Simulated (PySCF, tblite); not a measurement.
# C₆H₄ClF₂ radical: geometry, infrared bands and EPR parameters

Aim: predict the infrared bands and EPR parameters of C₆H₄ClF₂ radical (`FC1=CC(Cl)=C(F)C[CH]1`).

The runs use tblite 0.8.0 and PySCF 2.14.0, with density-fitted response routines of our own; the level of theory stands in each step. All values are computed, except where a source is named. Atoms count from 0, in the outputs and in this text.

### 1 Starting geometry

13 atoms, charge 0, multiplicity 2; geometry from: force field or distance geometry start.

Bonds of the start (Å): F0–C1 1.36, C1–C2 1.34, C2–C3 1.45, C3–Cl4 1.78, C3–C5 1.33, C5–F6 1.36, C5–C7 1.47, C7–C8 1.48, C8–C1 1.47, C2–H9 1.07, C7–H10 1.13, C7–H11 1.14, C8–H12 1.12.

### 2 Relaxing the molecule with GFN2-xTB

Job settings and geometry (Å):

```
{"job": {"kind": "relax", "xc": "GFN2-xTB", "basis": "xTB"}, "charge": 0, "multiplicity": 2}
F      0.239000     2.845200    -0.082600
C      0.133900     1.489700    -0.016800
C      1.241800     0.793500     0.275900
C      1.160100    -0.650900     0.349300
Cl     2.648300    -1.536700     0.741700
C      0.006900    -1.279800     0.154200
F      0.037200    -2.638500     0.252400
C     -1.255700    -0.589100    -0.156600
C     -1.184000     0.884800    -0.246500
H      2.140300     1.357000     0.431800
H     -1.987300    -0.846300     0.667500
H     -1.638200    -1.038600    -1.127900
H     -1.546800     1.210300    -1.260300
```

The run is started by

```bash
$ OMP_NUM_THREADS=1 python probes_run.py task.json out
```

This one command runs all jobs of the session in turn.

Output:

```text
step      E/eV     max force
  0    -783.63384    3.719
  1    -783.99365    2.144
  2    -784.15935    1.640
  3    -784.34001    1.199
  4    -784.44176    0.761
  5    -784.48536    0.603
  6    -784.55847    0.697
  7    -784.60146    0.512
  8    -784.62776    0.455
  9    -784.64971    0.369
 10    -784.66683    0.436
 11    -784.68108    0.373
 12    -784.69041    0.277
 13    -784.69701    0.242
 14    -784.70330    0.253
 15    -784.70875    0.202
 16    -784.71218    0.142
 17    -784.71489    0.142
 18    -784.71745    0.155
 19    -784.72009    0.172
 20    -784.72259    0.137
 21    -784.72503    0.135
 22    -784.72730    0.147
 23    -784.72907    0.100
 24    -784.73029    0.094
 25    -784.73123    0.080
 26    -784.73214    0.094
 27    -784.73300    0.073
 28    -784.73364    0.061
 29    -784.73404    0.056
 30    -784.73440    0.056
 31    -784.73487    0.073
 32    -784.73545    0.075
 33    -784.73602    0.067
 34    -784.73645    0.056
 35    -784.73674    0.051
 36    -784.73698    0.048
 37    -784.73718    0.050
 38    -784.73739    0.054
 39    -784.73767    0.055
 40    -784.73801    0.055
 41    -784.73840    0.052
 42    -784.73879    0.056
 43    -784.73914    0.042
 44    -784.73944    0.050
 45    -784.73966    0.041
 46    -784.73980    0.032
 47    -784.73992    0.030
 48    -784.74003    0.034
 49    -784.74014    0.036
 50    -784.74021    0.024
 51    -784.74028    0.026
 52    -784.74034    0.027
 53    -784.74041    0.027
 54    -784.74046    0.023
 55    -784.74049    0.013
 56    -784.74051    0.014
 57    -784.74054    0.012
 58    -784.74056    0.010
```

It took 0.42 s on 1 thread of Arm Neoverse V1, shared host.

Along the way: (not every step is listed)

```
step  energy from step 0 (eV)  largest force (eV/Å)
   0                   0.0000                3.7192
   1                  -0.3598                2.1437
   2                  -0.5255                1.6396
   3                  -0.7062                1.1993
   4                  -0.8079                0.7609
   5                  -0.8515                0.6026
   6                  -0.9246                0.6968
   7                  -0.9676                0.5117
   8                  -0.9939                0.4548
  12                  -1.0566                0.2769
  16                  -1.0783                0.1419
  20                  -1.0888                0.1371
  24                  -1.0965                0.0938
  28                  -1.0998                0.0614
  32                  -1.1016                0.0752
  36                  -1.1031                0.0482
  40                  -1.1042                0.0549
  44                  -1.1056                0.0496
  48                  -1.1062                0.0341
  52                  -1.1065                0.0267
  53                  -1.1066                0.0269
  54                  -1.1066                0.0235
  55                  -1.1067                0.0129
  56                  -1.1067                0.0145
  57                  -1.1067                0.0124
  58                  -1.1067                0.0100
```

Close pairs (by a distance rule), those that changed most:

```
  bond  before (Å)  after (Å)  change (Å)
 C1–C8       1.468      1.355      -0.113
 C1–C2       1.341      1.403      +0.062
C3–Cl4       1.776      1.728      -0.048
C8–H12       1.125      1.077      -0.048
 C2–C3       1.449      1.404      -0.045
C7–H11       1.137      1.101      -0.035
 C3–C5       1.328      1.362      +0.034
C7–H10       1.132      1.102      -0.030
```

The final coordinates are the input of the step that follows.

### 3 Vibrational analysis with GFN2-xTB

Job settings and geometry (Å):

```
{"job": {"kind": "ir", "xc": "GFN2-xTB", "basis": "xTB"}, "charge": 0, "multiplicity": 2}
F      0.228801     2.787909    -0.275142
C      0.133991     1.450396    -0.140257
C      1.290961     0.765330     0.259118
C      1.219102    -0.628513     0.407979
Cl     2.630292    -1.495402     0.901078
C      0.052199    -1.288352     0.167478
F     -0.033268    -2.622960     0.307306
C     -1.209772    -0.622942    -0.257393
C     -1.054145     0.849513    -0.393117
H      2.206099     1.297525     0.446049
H     -2.007882    -0.859662     0.464120
H     -1.551642    -1.062311    -1.207848
H     -1.909125     1.429956    -0.697099
```

Output:

```text
mode    cm-1     km/mol
  1     102.7      7.93
  2     146.8      0.00
  3     187.9      0.09
  4     242.0      0.73
  5     290.2     10.45
  6     337.6      0.19
  7     374.0      1.61
  8     414.6      0.43
  9     483.9      0.41
 10     493.0      0.89
 11     534.3      1.51
 12     625.2      6.47
 13     726.9     57.04
 14     734.9     48.52
 15     750.0      0.13
 16     886.7      5.32
 17     888.6     31.24
 18    1002.5     27.87
 19    1070.2     14.78
 20    1095.1      0.56
 21    1141.3     65.59
 22    1185.8     78.74
 23    1201.0      8.79
 24    1303.0      0.51
 25    1322.8     58.96
 26    1385.9     32.63
 27    1411.6     29.66
 28    1517.7    217.42
 29    1596.6      7.92
 30    2818.1      3.39
 31    2874.8     11.44
 32    3121.8      2.00
 33    3147.6      1.88
```

Wall time 0.45 s (1 thread of Arm Neoverse V1, shared host).

The strongest bands and the atoms that carry them (share of the mass-weighted mode):

```
cm⁻¹  km/mol                                 atoms
 727    57.0                     H12 40 %, H9 34 %
 735    48.5             C2 28 %, F6 28 %, C3 16 %
 889    31.2    C3 27 %, C8 15 %, F0 13 %, C7 13 %
1141    65.6                      H9 55 %, C1 15 %
1186    78.7  C5 46 %, H11 13 %, H10 13 %, F6 11 %
1323    59.0  C7 40 %, C5 16 %, H10 10 %, H11 10 %
1386    32.6                      C2 35 %, C1 32 %
1518   217.4    C5 32 %, C3 19 %, C8 16 %, C1 15 %
```

### 4 g tensor and hyperfine couplings: B3LYP/pcH-1

Same as in step 3 but for these lines:

```diff
@@ -1,2 +1,2 @@
-{"job": {"kind": "ir", "xc": "GFN2-xTB", "basis": "xTB"}, "charge": 0, "multiplicity": 2}
+{"job": {"kind": "epr", "basis": "pcH-1"}, "charge": 0, "multiplicity": 2}
 F      0.228801     2.787909    -0.275142
```

Method: UKS B3LYP, pcH-1 on C Cl F H, non-relativistic, mean-field spin-orbit, GIAO.

Output:

```text
UKS, coarse grid
  cycle   1  E = -890.80416921  |g| = 4.89e-01
  cycle   2  E = -890.70514676  |g| = 7.34e-01
  cycle   3  E = -890.88379385  |g| = 8.30e-02
  cycle   4  E = -890.88651728  |g| = 4.31e-02
  cycle   5  E = -890.88751442  |g| = 1.19e-02
  cycle   6  E = -890.88764395  |g| = 6.62e-03
  cycle   7  E = -890.88770475  |g| = 3.31e-03
  cycle   8  E = -890.88771911  |g| = 2.02e-03
  cycle   9  E = -890.88772219  |g| = 7.74e-04
UKS, final grid
  cycle   1  E = -890.88767787  |g| = 1.39e-03
  cycle   2  E = -890.88767505  |g| = 2.69e-03
  cycle   3  E = -890.88767894  |g| = 1.55e-04
  cycle   4  E = -890.88767895  |g| = 5.43e-05
  cycle   5  E = -890.88767896  |g| = 3.99e-05
  cycle   6  E = -890.88767896  |g| = 7.98e-06
E = -890.88767896 Eh   <S^2> = 0.7856 (exact 0.7500)
g shifts (ppm)      1          2          3
  rmc          -151       -151       -151
  gc             -2         30         28
  oz_so          34        458        804
  total        -120        337        681
hyperfine (MHz)  atom isotope    a_iso     a_fc   dipolar eigenvalues
    0   19F     -26.17     -26.18    -67.39     25.03     42.36
    1   13C     -42.80     -42.80    -25.29     11.37     13.92
    2   13C      48.42      48.50    -45.30    -43.00     88.30
    3   13C     -42.71     -42.64    -23.51     10.49     13.02
    4  35Cl      -1.37      -1.42     -6.26      1.76      4.50
    5   13C      42.16      42.14    -35.82    -34.87     70.70
    6   19F      54.88      54.69   -105.10    -84.83    189.93
    7   13C     -33.88     -33.90     -1.07     -0.25      1.32
    8   13C      36.06      36.09    -34.09    -32.11     66.21
    9    1H     -37.73     -37.73    -21.98      0.06     21.92
   10    1H     150.22     150.22     -3.83     -0.49      4.32
   11    1H     149.99     149.99     -3.83     -0.49      4.33
   12    1H     -27.80     -27.81    -16.00     -1.17     17.17
```

Wall time 1.8 min (1 thread of Arm Neoverse V1, shared host); peak memory 1.1 GiB.

Principal g values 2.00220, 2.00266, 2.00300; g(iso) = 2.00262, against 2.00232 for a free electron.

Mean a(iso) over the nuclei that a row names, and the largest dipolar term of the row (other rows stand at the frozen geometry):

```
  nuclei  isotope  a(iso) (MHz)  a(iso) (G, at g = 2.0023)  largest dipolar term (MHz)
H10, H11       1H         150.1                       53.6                         4.3
      F6      19F          54.9                       19.6                       189.9
      C2      13C          48.4                       17.3                        88.3
      C1      13C         -42.8                      -15.3                       -25.3
      C3      13C         -42.7                      -15.2                       -23.5
      C5      13C          42.2                       15.0                        70.7
      H9       1H         -37.7                      -13.5                       -22.0
      C8      13C          36.1                       12.9                        66.2
      C7      13C         -33.9                      -12.1                         1.3
     H12       1H         -27.8                       -9.9                        17.2
      F0      19F         -26.2                       -9.3                       -67.4
     Cl4     35Cl          -1.4                       -0.5                        -6.3
```

Mulliken spin populations:

F0 -0.01; C1 -0.18; C2 0.56; C3 -0.18; Cl4 -0.01; C5 0.37; F6 0.03; C7 -0.08; C8 0.42; H9 -0.03; H10 0.06; H11 0.06; H12 -0.02

In first order the couplings over 0.8 MHz of 1H, 19F, 35Cl give 192 distinct lines over 160.9 G, if the averaged nuclei exchange fast.

Orbitals, density, ELF and potential are computed afterwards from the orbital file.

ELF in a plane through or near 11 of the atoms.

Ten even steps from '0' (0.00) to '9' (1.00):
```
0000000000000000000000000000
0000000000000000000000000000
0000000000000000000000000000
0000000000000123310000000000
0000000000000468763000000000
0000000000000375585002100000
0000000002441137751067641000
0000000015625835320589873000
0000000003443853965724474000
0000001334896114384823785100
0000028997334003755578985100
0000059999168465363027763000
0000028995365386178500110000
0000001100147443799940000000
0000000004763740399950000000
0000000003788861026300000000
0000000001356540000000000000
0000000000000000000000000000
0000000000000000000000000000
0000000000000000000000000000
```
The map spans 11.4 Å across and 10.6 Å up, centred on the molecule. Atoms in the plane (x, y in Å): F0 (-0.7, -2.7), C1 (-0.4, -1.4), C2 (1.0, -1.1), C3 (1.4, 0.2), Cl4 (3.1, 0.6), C5 (0.5, 1.2), F6 (0.9, 2.5), C7 (-1.0, 1.0), C8 (-1.3, -0.5), H9 (1.7, -1.9), H12 (-2.4, -0.7).

log10 of the density (e/Å³) in the same plane.

Ten even steps from ' ' (-4.0) to '@' (2.3):
```
                                                        
                                                        
                          ..::::::::..                  
                  ......::--========--::                
                ..::::::--==++****++==--........        
            ..::::------==++**##%%**++--------::::..    
            ..::--==++++++++****##**============--::..  
            ::--==++**********%%**++++++****++++==--..  
          ..::--==++**%%****************##%%****==--::  
        ..::--==++++******++++****@@****####****==--::  
        ..::==++++**##****++++++******++******++==--::  
        ::--==++****************##**++==========--::..  
        ..::--==++++++**##%%****##****==------::::..    
          ..::----==++********++******++--::....        
            ....--==**##%%**++====++++==--::            
              ..::==++####**++==------::::..            
                ::--==++++++==--::::....                
                  ..::------::..                        
                        ..                              
                                                        
```
The map spans 11.4 Å across and 10.6 Å up, centred on the molecule. Atoms in the plane (x, y in Å): F0 (-0.7, -2.7), C1 (-0.4, -1.4), C2 (1.0, -1.1), C3 (1.4, 0.2), Cl4 (3.1, 0.6), C5 (0.5, 1.2), F6 (0.9, 2.5), C7 (-1.0, 1.0), C8 (-1.3, -0.5), H9 (1.7, -1.9), H12 (-2.4, -0.7).

On the surface of density 0.002 e/bohr³ the electrostatic potential runs, from the 1st to the 99th percentile, from -0.66 V near F6 to 1.18 V near H12.

The spin density lies nearest to C2 25 %; C5, C8 about 19 % each; C1, C3 about 7 % each (beta excess).

### 5 What came out

| quantity | value |
| --- | --- |
| strongest single infrared mode (GFN2-xTB) | 1518 cm⁻¹, 217 km/mol |
| zero-point energy (GFN2-xTB) | 50.6 kcal/mol |
| g(iso) (B3LYP) | 2.00262 |
| ⟨S²⟩ | 0.786 (exact 0.75) |
| largest a(iso) (averaged by class) | 1H on H10, H11, 150.1 MHz |
| surface potential, 1st and 99th percentile | -0.66 V and 1.18 V |

In words: Relaxing lowered the energy by 1.107 eV in 58 steps; the close pair that moved most is C1–C8, from 1.468 to 1.355 Å. All 33 modes are real, so the xTB geometry is a minimum. The strongest single mode, at 1518 cm⁻¹, is spread over several atoms, C5, C3, C8, C1 among them. Unscaled tight-binding wavenumbers are off by several per cent, some by more. Its intensities can rank the bands wrongly. The largest spin populations lie on C2 (0.56 e), C8 (0.42 e). The isotropic g lies 0.3 ppt above the free-electron value.
